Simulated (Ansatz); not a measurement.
# PbSe2: the cost of one run

Computed with Ansatz 0.2.0 (DFT LDA, scalar-relativistic, plane waves, PAW, unless a step's input says otherwise).

3 further runs of the same task are left out: 3 set aside as unsound or not needed.

## Step 1: The structure to begin with

It takes space group Fm-3m (No. 225, cubic). Conventional cell: a = 6.597 Å, b = 6.597 Å, c = 6.597 Å, α = 90.00°, β = 90.00°, γ = 90.00°. Pb (site symmetry m-3m) is surrounded by 8 Se at 2.86 Å. Se (site symmetry -43m) is surrounded by 4 Pb at 2.86 Å.

Structure file:

```
CELL_PARAMETERS angstrom
0.00000 3.29860 3.29860
3.29860 0.00000 3.29860
3.29860 3.29860 0.00000
ATOMIC_POSITIONS crystal
Pb 0.00000 0.00000 0.00000
Se 0.25000 0.25000 0.25000
Se 0.75000 0.75000 0.75000
```

This is a trial structure built by rule; it need not be a known or stable form of this composition.

The cell is the ideal cubic fluorite prototype; whether it is the stable structure of this composition wasn't checked.

## Step 2: Single point at 0.876 V0

The input, input.yaml:

```yaml
crystal:
  lattice:
    - [0.0, 3.2986, 3.2986]
    - [3.2986, 0.0, 3.2986]
    - [3.2986, 3.2986, 0.0]
  atoms:
    - { symbol: Pb, position: [0.0, 0.0, 0.0] }
    - { symbol: Se, position: [0.25, 0.25, 0.25] }
    - { symbol: Se, position: [0.75, 0.75, 0.75] }
basis:
  ecutwfc: 420
kpoints:
  mp_grid: { grid: [12, 12, 12] }
hamiltonian:
  xc: lda
scf:
  occupations: { method: fermi_dirac, width: 0.15 }
output:
  forces: true
  stress: true
  eigenvalues: true
  write_density: true
  write_potential: true
  elf: true
  volumetric_format: npy
```

The run is started by

```bash
> ansatz run input.yaml --threads 1 --pin off --max-ram 1228MiB --backend cpu --events-out ev --progress --plain --runs-dir out
```

Q: Estimate wall time and peak memory on 1 thread of Intel Xeon 6975P-C (Granite Rapids), shared host.

About 5.2 s, with a peak of 0.46 GiB.
